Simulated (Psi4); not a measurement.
# One shape, several levels: SiCl3O (SMILES [O][Si](Cl)(Cl)Cl)

We compute a comparison of 3 runs (UB2PLYP/def2-SVP, UDSD-PBEP86/def2-SVP, UMP3/def2-SVP) of SiCl3O. 

Program for the calculation: Psi4 1.11.

5 further runs of the same task are left out: 3 that didn't finish, 2 set aside as unsound or not needed. Runs told in other sessions of the task aren't counted.

**1. Starting point**

SiCl3O: 5 atoms, total charge 0, spin state doublet. As SMILES, `[O][Si](Cl)(Cl)Cl`. The Si2–Cl5 distance was set to 3.632 Å, away from the relaxed value. At this shape a bond of the SMILES string is far longer than usual.

Bond lengths: O1–Si2 1.645 Å, Si2–Cl3 2.018 Å, Si2–Cl4 2.020 Å. Angles: O1–Si2–Cl3 111.8°, O1–Si2–Cl4 100.7°, Cl3–Si2–Cl4 111.9°. A long bond or contact: Si2–Cl5 3.632 Å.

**2. A single-point energy at UB2PLYP/def2-SVP (density fitting for correlation) (run 1)**

Input file calc.py:

```python
import psi4

psi4.set_memory(2200000000)
psi4.set_num_threads(1)
psi4.core.set_output_file('run.log', False)

molecule = psi4.geometry("""
0 2
O     -0.174576    -2.226532     1.578967
Si    -0.950976    -1.174532     0.580667
Cl    -2.526076    -0.300132     1.490167
Cl    -1.532376    -2.421232    -0.899033
Cl     1.275600     1.425900    -0.633600
symmetry c1
no_reorient
no_com
""")

psi4.set_options({
    'basis': 'def2-SVP',
    'reference': 'uks',
    'puream': True,
    'e_convergence': 1e-09,
    'd_convergence': 1e-08,
    'scf_type': 'pk',
    'dft_radial_points': 99,
    'dft_spherical_points': 590,
    'num_frozen_docc': 21,
    'maxiter': 100,
})

result = psi4.energy("b2plyp", molecule=molecule)
print(f'total energy {result:.8f} hartree = {result * 27.211386:.5f} eV')
for k, v in sorted(psi4.core.scalar_variables().items()):
    print(f'{k:45s} {v:18.10f}')
```

On the command line:

```
$ python calc.py
```

run.log:

```text
[...]
  Running in c1 symmetry.
[...]
  Nuclear repulsion =  370.894283541176605
[...]
  Multiplicity = 2
[...]
  Nalpha       = 37
  Nbeta        = 36
[...]
    Number of basis functions: 86
[...]
   @UKS iter   1: -1743.56259820140644   -3.60742e-01   8.82275e-03 ADIIS/DIIS
[...]
   @UKS iter 100: -1743.85536023478107    4.02679e-10   7.28530e-09 DIIS
[...]
   @S^2 Observed:                7.532249492E-01
[...]
    Orbital Energies [Eh]
    ---------------------
    Alpha Occupied:
       1A   -102.962090     2A   -102.919760     3A   -102.903909
       4A    -67.345614     5A    -19.707514     6A     -9.992118
       7A     -9.954622     8A     -9.939065     9A     -7.652297
      10A     -7.628692    11A     -7.627966    12A     -7.599776
      13A     -7.594492    14A     -7.594113    15A     -7.584300
      16A     -7.578964    17A     -7.578427    18A     -5.749276
      19A     -4.007951    20A     -4.006464    21A     -4.003781
      22A     -1.033345    23A     -0.991108    24A     -0.979719
      25A     -0.959361    26A     -0.591816    27A     -0.504246
      28A     -0.501603    29A     -0.462083    30A     -0.455370
      31A     -0.441822    32A     -0.440674    33A     -0.420710
      34A     -0.407795    35A     -0.400796    36A     -0.346060
[...]
  @UKS Final Energy: -1743.85536023478107
   => Energetics <=
    Nuclear Repulsion Energy =            370.8942835411766055
    One-Electron Energy =               -3148.8962453631206699
    Two-Electron Energy =                1088.6046891438172679
    DFT Exchange-Correlation Energy =     -54.4580875566544620
    Empirical Dispersion Energy =           0.0000000000000000
    VV10 Nonlocal Energy =                  0.0000000000000000
    Total Energy =                      -1743.8553602347810738
  UHF NO Occupations:
  HONO-2 :   35  A 1.9998923
  HONO-1 :   36  A 1.9985132
[...]
 Multipole Moments:
 ------------------------------------------------------------------------------------
     Multipole            Electronic (a.u.)      Nuclear  (a.u.)        Total (a.u.)
 ------------------------------------------------------------------------------------
 L = 1.  Multiply by 2.5417464519 to convert [e a0] to [Debye]
 Dipole X            :        117.0293268         -117.1984635           -0.1691366
 Dipole Y            :        107.8060876         -106.3511256            1.4549620
 Dipole Z            :        -38.8529690           37.8685091           -0.9844599
 Magnitude           :                                                    1.7648464
[...]
```

The script printed:

```text
total energy -1744.08225202 hartree = -47458.89538 eV
B2PLYP DOUBLE-HYBRID CORRECTION ENERGY             -0.2268917871
B2PLYP TOTAL ENERGY                             -1744.0822520219
CURRENT ENERGY                                  -1744.0822520219
CURRENT REFERENCE ENERGY                        -1743.8553602348
DD SOLVATION ENERGY                                 0.0000000000
DFT FUNCTIONAL TOTAL ENERGY                     -1743.8553602348
DFT TOTAL ENERGY                                -1744.0822520219
DFT VV10 ENERGY                                     0.0000000000
DFT XC ENERGY                                     -54.4580875567
DOUBLE-HYBRID CORRECTION ENERGY                    -0.2268917871
GRID ELECTRONS ALPHA                               36.9999992138
GRID ELECTRONS BETA                                35.9999992507
GRID ELECTRONS TOTAL                               72.9999984645
NUCLEAR REPULSION ENERGY                          370.8942835412
ONE-ELECTRON ENERGY                             -3148.8962453631
PCM POLARIZATION ENERGY                             0.0000000000
PE ENERGY                                           0.0000000000
SCF ITERATION ENERGY                            -1743.8553602348
SCF ITERATIONS                                    100.0000000000
SCF TOTAL ENERGY                                -1743.8553602348
TWO-ELECTRON ENERGY                              1088.6046891438
XC GRID RADIAL POINTS                              99.0000000000
XC GRID SPHERICAL POINTS                          590.0000000000
XC GRID TOTAL POINTS                           272982.0000000000
```

It took 94 s on 1 thread of Intel Xeon Platinum 8259CL at 2.50GHz (Skylake/Cascade Lake), shared host; peak memory 0.74 GiB.

**3. The energy at UDSD-PBEP86/def2-SVP (density fitting for correlation) (run 2)**

Input file cl3osi.py:

```python
import psi4

psi4.set_memory('2200 MB')
psi4.set_num_threads(1)
psi4.set_output_file('run.log', False)

mol = psi4.geometry("""
0 2
O     -0.174576    -2.226532     1.578967
Si    -0.950976    -1.174532     0.580667
Cl    -2.526076    -0.300132     1.490167
Cl    -1.532376    -2.421232    -0.899033
Cl     1.275600     1.425900    -0.633600
symmetry c1
no_reorient
no_com
""")

psi4.set_options({
    'basis': 'def2-SVP',
    'reference': 'uks',
    'puream': True,
    'e_convergence': 1e-09,
    'd_convergence': 1e-08,
    'scf_type': 'pk',
    'dft_radial_points': 99,
    'dft_spherical_points': 590,
    'num_frozen_docc': 21,
    'maxiter': 100,
})

e, wfn = psi4.energy('DSD-PBEP86', return_wfn=True)
print(f'total energy {e:.8f} hartree = {e * 27.211386:.5f} eV')
for k, v in sorted(psi4.core.scalar_variables().items()):
    print(f'{k:45s} {v:18.10f}')
```

On the command line:

```
$ python cl3osi.py
```

run.log:

```text
[...]
  Running in c1 symmetry.
[...]
  Nuclear repulsion =  370.894283541176605
[...]
  Multiplicity = 2
[...]
  Nalpha       = 37
  Nbeta        = 36
[...]
    Number of basis functions: 86
[...]
   @UKS iter   1: -1742.64357559835844   -5.22417e-01   8.16454e-03 ADIIS/DIIS
[...]
   @UKS iter  64: -1742.90375725162949   -3.41061e-11   7.35132e-09 DIIS
[...]
   @S^2 Observed:                7.542271799E-01
[...]
    Orbital Energies [Eh]
    ---------------------
    Alpha Occupied:
       1A   -103.728152     2A   -103.686565     3A   -103.670045
       4A    -67.960613     5A    -20.038555     6A    -10.261776
       7A    -10.224475     8A    -10.208245     9A     -7.849902
      10A     -7.825475    11A     -7.824894    12A     -7.796179
      13A     -7.791803    14A     -7.791503    15A     -7.780007
      16A     -7.775607    17A     -7.775192    18A     -5.959303
      19A     -4.154338    20A     -4.152943    21A     -4.150370
      22A     -1.112954    23A     -1.067210    24A     -1.052439
      25A     -1.030250    26A     -0.637015    27A     -0.552329
      28A     -0.543560    29A     -0.503744    30A     -0.499313
      31A     -0.484187    32A     -0.483623    33A     -0.461614
      34A     -0.447467    35A     -0.440499    36A     -0.387630
[...]
  @UKS Final Energy: -1742.90375725162949
   => Energetics <=
    Nuclear Repulsion Energy =            370.8942835411766055
    One-Electron Energy =               -3148.4190873558809471
    Two-Electron Energy =                1066.9919240045383049
    DFT Exchange-Correlation Energy =     -32.3708774414635059
    Empirical Dispersion Energy =           0.0000000000000000
    VV10 Nonlocal Energy =                  0.0000000000000000
    Total Energy =                      -1742.9037572516294858
  UHF NO Occupations:
  HONO-2 :   35  A 1.9999048
  HONO-1 :   36  A 1.9979959
[...]
 Multipole Moments:
 ------------------------------------------------------------------------------------
     Multipole            Electronic (a.u.)      Nuclear  (a.u.)        Total (a.u.)
 ------------------------------------------------------------------------------------
 L = 1.  Multiply by 2.5417464519 to convert [e a0] to [Debye]
 Dipole X            :        117.0233665         -117.1984635           -0.1750970
 Dipole Y            :        107.8820656         -106.3511256            1.5309400
 Dipole Z            :        -38.9028735           37.8685091           -1.0343644
 Magnitude           :                                                    1.8558950
[...]
```

The script printed:

```text
total energy -1743.26066539 hartree = -47436.53886 eV
CURRENT ENERGY                                  -1743.2606653883
CURRENT REFERENCE ENERGY                        -1742.9037572516
DD SOLVATION ENERGY                                 0.0000000000
DFT FUNCTIONAL TOTAL ENERGY                     -1742.9037572516
DFT TOTAL ENERGY                                -1743.2606653883
DFT VV10 ENERGY                                     0.0000000000
DFT XC ENERGY                                     -32.3708774415
DOUBLE-HYBRID CORRECTION ENERGY                    -0.3569081366
DSD-PBEP86 DOUBLE-HYBRID CORRECTION ENERGY         -0.3569081366
DSD-PBEP86 TOTAL ENERGY                         -1743.2606653883
GRID ELECTRONS ALPHA                               36.9999992136
GRID ELECTRONS BETA                                35.9999992497
GRID ELECTRONS TOTAL                               72.9999984633
NUCLEAR REPULSION ENERGY                          370.8942835412
ONE-ELECTRON ENERGY                             -3148.4190873559
PCM POLARIZATION ENERGY                             0.0000000000
PE ENERGY                                           0.0000000000
SCF ITERATION ENERGY                            -1742.9037572516
SCF ITERATIONS                                     64.0000000000
SCF TOTAL ENERGY                                -1742.9037572516
TWO-ELECTRON ENERGY                              1066.9919240045
XC GRID RADIAL POINTS                              99.0000000000
XC GRID SPHERICAL POINTS                          590.0000000000
XC GRID TOTAL POINTS                           272982.0000000000
```

Wall time 64 s (1 thread of Intel Xeon Platinum 8259CL at 2.50GHz (Skylake/Cascade Lake), shared host); peak memory 0.74 GiB.

**4. A single-point energy at UMP3/def2-SVP (run 3)**

Input file cl3osi.json:

```json
{
  "schema_name": "qcschema_input",
  "schema_version": 1,
  "molecule": {
    "schema_name": "qcschema_molecule",
    "schema_version": 2,
    "symbols": ["O", "Si", "Cl", "Cl", "Cl"],
    "geometry": [-0.32990083, -4.20753569, 2.98381519, -1.79708419, -2.2195438, 1.0973016, -4.77359181, -0.56716728, 2.81600751, -2.89577096, -4.57546536, -1.69892615, 2.41053464, 2.69456048, -1.19733047],
    "molecular_charge": 0,
    "molecular_multiplicity": 2,
    "fix_symmetry": "c1"
  },
  "driver": "energy",
  "model": {
    "method": "mp3",
    "basis": "def2-SVP"
  },
  "keywords": {
    "reference": "uhf",
    "puream": true,
    "e_convergence": 1e-09,
    "d_convergence": 1e-08,
    "scf_type": "pk",
    "num_frozen_docc": 21,
    "maxiter": 100,
    "mp_type": "conv"
  }
}
```

On the command line:

```
$ psi4 --qcschema cl3osi.json -n 1 --memory 2200MB
```

stdout (excerpt; [...] marks lines left out):

```text
[...]
  Running in c1 symmetry.
[...]
  Nuclear repulsion =  370.894283711390074
[...]
  Multiplicity = 2
[...]
  Nalpha       = 37
  Nbeta        = 36
[...]
    Number of basis functions: 86
[...]
   @UHF iter   1: -1741.43711779942350   -7.43143e-01   7.71922e-03 DIIS/ADIIS
[...]
   @UHF iter  76: -1741.67895160883722    1.52340e-11   9.81394e-09 DIIS
[...]
   @S^2 Observed:                7.556447802E-01
[...]
  @UHF Final Energy: -1741.67895160883722
   => Energetics <=
    Nuclear Repulsion Energy =            370.8942837113900737
    One-Electron Energy =               -3148.0794309921075183
    Two-Electron Energy =                1035.5061956718802776
    Total Energy =                      -1741.6789516088372238
  UHF NO Occupations:
  HONO-2 :   35  A 1.9999097
  HONO-1 :   36  A 1.9972825
  HONO-0 :   37  A 1.0000000
  LUNO+0 :   38  A 0.0027175
  LUNO+1 :   39  A 0.0000903
[...]
 Multipole Moments:
 ------------------------------------------------------------------------------------
     Multipole            Electronic (a.u.)      Nuclear  (a.u.)        Total (a.u.)
 ------------------------------------------------------------------------------------
 L = 1.  Multiply by 2.5417464519 to convert [e a0] to [Debye]
 Dipole X            :         -0.3974576            0.2112045           -0.1862530
 Dipole Y            :          2.5682417           -0.9288019            1.6394398
 Dipole Z            :         -1.8980940            0.7901237           -1.1079703
 Magnitude           :                                                    1.9874736
[...]
	SCS-MP2 Total Energy (a.u.)        : -1742.32533853329255
	SOS-MP2 Total Energy (a.u.)        : -1742.31439147236551
[...]
	SOS-PI-MP2 Total Energy (a.u.)     : -1742.36327146186750
[...]
	MP2 Total Energy (a.u.)            : -1742.34723265514617
[...]
	SCS-MP3 Total Energy (a.u.)        : -1742.33133345687293
[...]
	MP3 Total Energy (a.u.)            : -1742.37121234946721
[...]
```

The result, in JSON:

```text
{
 "driver": "energy",
 "model": {
  "method": "mp3",
  "basis": "def2-SVP"
 },
 "success": true,
 "return_result": -1742.3712123494672,
 "properties": {
  "calcinfo_nbasis": 86,
  "calcinfo_nmo": 86,
  "calcinfo_nalpha": 37,
  "calcinfo_nbeta": 36,
  "calcinfo_natom": 5,
  "nuclear_repulsion_energy": 370.8942837113901,
  "return_energy": -1742.3712123494672,
  "scf_one_electron_energy": -3148.0794309921075,
  "scf_two_electron_energy": 1035.5061956718803,
  "scf_dipole_moment": [-0.18625302774780872, 1.6394398171063522, -1.1079702704868974],
  "scf_total_energy": -1741.6789516088372,
  "scf_iterations": 76,
  "mp2_same_spin_correlation_energy": -0.17948115128727543,
  "mp2_opposite_spin_correlation_energy": -0.488799895021679,
  "mp2_singles_energy": 0.0,
  "mp2_doubles_energy": -0.6682810463089544,
  "mp2_correlation_energy": -0.6682810463089481,
  "mp2_total_energy": -1742.3472326551462
 }
}
```

Wall time 20 s (1 thread of Intel Xeon Platinum 8259CL at 2.50GHz (Skylake/Cascade Lake), shared host); peak memory 0.48 GiB.

**5. The series**

```csv
run,level,fitting correlation,integration grid,energy (Eh),HOMO energy (eV),LUMO energy (eV),⟨S²⟩,wall time
1,UB2PLYP/def2-SVP (density fitting for correlation),density fitting,99 radial × 590 angular,-1744.082252,-9.23,-4.98,0.753,94 s
2,UDSD-PBEP86/def2-SVP (density fitting for correlation),density fitting,99 radial × 590 angular,-1743.260665,-10.24,-3.75,0.754,64 s
3,UMP3/def2-SVP,none,–,-1742.371212,-11.31,-1.65,0.756,20 s
```

**6. Results**

```
                                                         quantity           value
                                              run 3: total energy  -1742.37121 Eh
run 3: HOMO energy (Hartree–Fock orbitals) (highest over α and β)       -11.31 eV
 run 3: LUMO energy (Hartree–Fock orbitals) (lowest over α and β)        -1.65 eV
              run 3: correlation energy (21 core orbitals frozen)      -692.3 mEh
                         run 3: ⟨S²⟩ of the reference determinant           0.756
```

What this shows: Totals of different functionals can't be ranked against each other. All runs together took 3 min, the longest 94 s.
